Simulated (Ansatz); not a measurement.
Task: a check of forces and pressure against finite differences of YbS (distorted cell), with Ansatz 0.2.0 through its Python package. Give the script and its output. Settings (first run): PBEsol, PAW, cutoff 540 eV, 6×6×6 k-points, cold smearing of 0.15 eV.

```
Yb S
1.0
     0.00328    2.82506    2.85010
     2.85695    0.00280    2.85058
     2.84090    2.80949    0.01886
Yb S
1 1
Direct
  0.49886 0.50844 0.49938
  0.99829 0.99554 0.99768
```

`fdcheck_ybs.py`:
```python
import ansatz as az
import numpy as np

SETTINGS = {
    "xc": "PBEsol",
    "cutoff": 540,
    "kmesh": (6, 6, 6),
    "scf_tol": 1e-09,
}

vectors0 = np.array([
    [0.00328, 2.82506, 2.8501],
    [2.85695, 0.0028, 2.85058],
    [2.8409, 2.80949, 0.01886],
])
sites = [
    ("Yb", [0.49886, 0.50844, 0.49938]),
    ("S", [0.99829, 0.99554, 0.99768]),
]


def make_crystal(cell):
    crystal = az.Crystal(lattice=az.Lattice.of(cell))
    for symbol, position in sites:
        crystal = crystal.atom(symbol, position)
    return crystal

def solve(crystal):
    return (
        crystal.calculation()
        .occupations(az.OccupationsMethod.COLD, width=150 * az.meV)
        .functional(SETTINGS["xc"])
        .basis(SETTINGS["cutoff"], xc_grid=2)
        .kpoints(*SETTINGS["kmesh"])
        .scf(tolerance=SETTINGS["scf_tol"])
        .forces()
        .stress()
        .run(threads=1)
    ).report


centre = solve(make_crystal(vectors0))
start = make_crystal(vectors0)
print(f"force on atom 0 along z: analytic {centre['forces_ev_ang'][0][2]:.4f} eV/A")
for h in (0.005, 0.02):
    shift = np.eye(3)[2] * h @ np.linalg.inv(vectors0)
    plus, minus = (solve(start.move(0, to=np.array(sites[0][1]) + sign * shift))["lagrangian_ev"] for sign in (1, -1))
    print(f"  step {h} A: numerical {-(plus - minus) / (2 * h):.4f} eV/A")
volume = abs(np.linalg.det(vectors0))
larger, smaller = (solve(make_crystal(vectors0 * (1 + sign * 0.005) ** (1 / 3)))["lagrangian_ev"] for sign in (1, -1))
numerical = -(larger - smaller) / (0.01 * volume) * 160.21766
print(f"pressure: analytic {np.trace(centre['stress_gpa']) / 3:.3f}, numerical {numerical:.3f} GPa")
```

Running `python fdcheck_ybs.py` prints:
```text
DeckWarning: output.stress: scf.convergence.dr2_threshold = 1e-9 eV is looser than the 2e-10 eV advised for a printed stress (1e-10 eV for each atom of the cell: 2). What an SCF threshold leaves in a [...]
force on atom 0 along z: analytic -0.1274 eV/A
  step 0.005 A: numerical -0.1274 eV/A
  step 0.02 A: numerical -0.1276 eV/A
pressure: analytic -6.762, numerical -6.761 GPa
```
(Warnings from the package without file and line, shortened.)

Reading the output:
- Semilocal functionals put the nearly full 4f shell of Yb too close to the Fermi level.
- The mesh is modest for a metal, so energies can be off by several to tens of meV an atom and pressures by half a GPa or more; differences at equal mesh fare better.
- Pressure is positive in compression.
- The cell is a database structure, distorted on purpose.
- The central difference errs as the square of the step, so the shorter step is the fairer test; what remains comes from the finite grid and the SCF threshold.
- Hardware and time: 4.7 min on 1 thread of Arm Neoverse V1, on a shared host, peak memory 0.51 GiB.
